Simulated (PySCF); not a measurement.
**C₅H₆FN: spin-spin couplings**

What spin-spin couplings should C₅H₆FN (`[H]/N=C(\C#CC)CF`) show?

Programs: PySCF 2.14.0, with density-fitted response routines of our own. Each step states its level of theory. These are calculated values for one molecule in the gas phase, unless marked as measured. Atoms are numbered from 0 throughout.

## Step 1: Starting geometry

13 atoms, charge 0, multiplicity 1; geometry from: GFN2-xTB.

Bonds of the start (Å): C0–C1 1.44, C1–C2 1.20, C2–C3 1.42, C3–N4 1.27, C3–C5 1.51, C5–F6 1.37, C0–H7 1.09, C0–H8 1.09, C0–H9 1.09, N4–H10 1.02, C5–H11 1.09, C5–H12 1.10.

## Step 2: J couplings: B3LYP/pcJ-1

What the job is given:

```
{"job": {"kind": "j", "xc": "B3LYP", "basis": "pcJ-1"}, "charge": 0, "multiplicity": 1}
C      2.719473     0.288134     0.265576
C      1.300641     0.232206     0.023718
C      0.113366     0.164647    -0.168837
C     -1.283267     0.151234    -0.425983
N     -1.891610     0.854509    -1.284013
C     -2.104226    -0.817663     0.389585
F     -1.550262    -1.051880     1.621068
H      3.261201     0.163212    -0.671827
H      2.980467     1.255225     0.695035
H      3.011983    -0.499950     0.958447
H     -1.294149     1.468743    -1.832406
H     -3.113386    -0.423856     0.540044
H     -2.154618    -1.784075    -0.128135
```

Level: B3LYP/pcJ-1 indirect spin-spin coupling, non-relativistic, gas phase.

The run is started by

```bash
$ OMP_NUM_THREADS=1 python probes_run.py task.json out
```

This one command runs all jobs of the session in turn.

What will the session give for the following? largest coupling of the table (B3LYP/pcJ-1). Wanted: largest coupling of the table.

**Answer**, as computed:

| quantity | value |
| --- | --- |
| largest coupling of the table (B3LYP/pcJ-1) | 1J(C,F) C5–F6, -227.4 Hz |

**Reading.** In the run at B3LYP/pcJ-1, the largest coupling of the table is C5–F6, -227.4 Hz, of which the Fermi-contact term gives -277.6 Hz. Couplings across rotatable bonds belong to this one conformer; where others are populated, the observed values are averages.
